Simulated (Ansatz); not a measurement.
TaWC2:

```
W Ta C
1.0
     1.57186    0.90751    5.10162
    -1.57186    0.90751    5.10162
     0.00000   -1.81502    5.10162
W Ta C
1 1 2
Direct
  0.00000 0.00000 0.00000
  0.50000 0.50000 0.50000
  0.25093 0.25093 0.25093
  0.74907 0.74907 0.74907
```

The cell comes from a database or a generator and needn't be the stable form of this composition.

* Program: Ansatz 0.2.0
* Task: relaxation of cell and atoms
* Functional: PBEsol
* Potentials or basis: Ansatz PAW
* Cutoff: 420 eV (not typed: the program's choice for these potentials)
* k mesh: 10 × 10 × 10
* Occupations: fermi-dirac, width 0.05 eV
* Spin: no spin polarisation
* Hubbard terms: Ta d U = 5 eV, W d U = 5 eV

At the start: volume 10.92 Å³/atom.

Question: How do energy, volume and symmetry change on relaxing?

Answer: It ends after 8 steps and the volume is 10.66 Å³/atom (-2.3 %); space group R-3m (No. 166, to 0.05 Å).

The path:
```tsv
step	energy change (eV)	largest force (eV/Å)	volume (Å³)
1	0.0000	0.1718	43.66
2	-0.0209	0.0351	42.07
3	-0.0292	0.0181	42.67
4	-0.0292	0.0132	42.67
5	-0.0293	0.0006	42.66
6	-0.0275	0.0006	42.66
7	-0.0276	0.0000	42.65
8	-0.0275	0.0000	42.65
```

Final structure:
```cif
data_structure
_symmetry_space_group_name_H-M 'P 1'
_symmetry_Int_Tables_number 1
_cell_length_a 5.3663
_cell_length_b 5.3663
_cell_length_c 5.3663
_cell_angle_alpha 33.816
_cell_angle_beta 33.816
_cell_angle_gamma 33.816
_cell_volume 42.65
loop_
_atom_site_label
_atom_site_type_symbol
_atom_site_fract_x
_atom_site_fract_y
_atom_site_fract_z
_atom_site_occupancy
W1 W 0.00000 0.00000 0.00000 1
Ta1 Ta 0.50000 0.50000 0.50000 1
C1 C 0.25038 0.25038 0.25038 1
C2 C 0.74962 0.74962 0.74962 1
```

Caveat: the plane-wave basis is chosen anew once the cell has moved, so the energies of steps on either side of that aren't comparable; the pressure holds a Pulay correction of +0.3 GPa for the finite cutoff; U without spin polarisation on a metal has little footing; the PAW data sets come from PBE, with cores solved anew for the run's functional, which leaves a small shift of forces and pressure; the U is typed as a test and isn't derived for this compound.
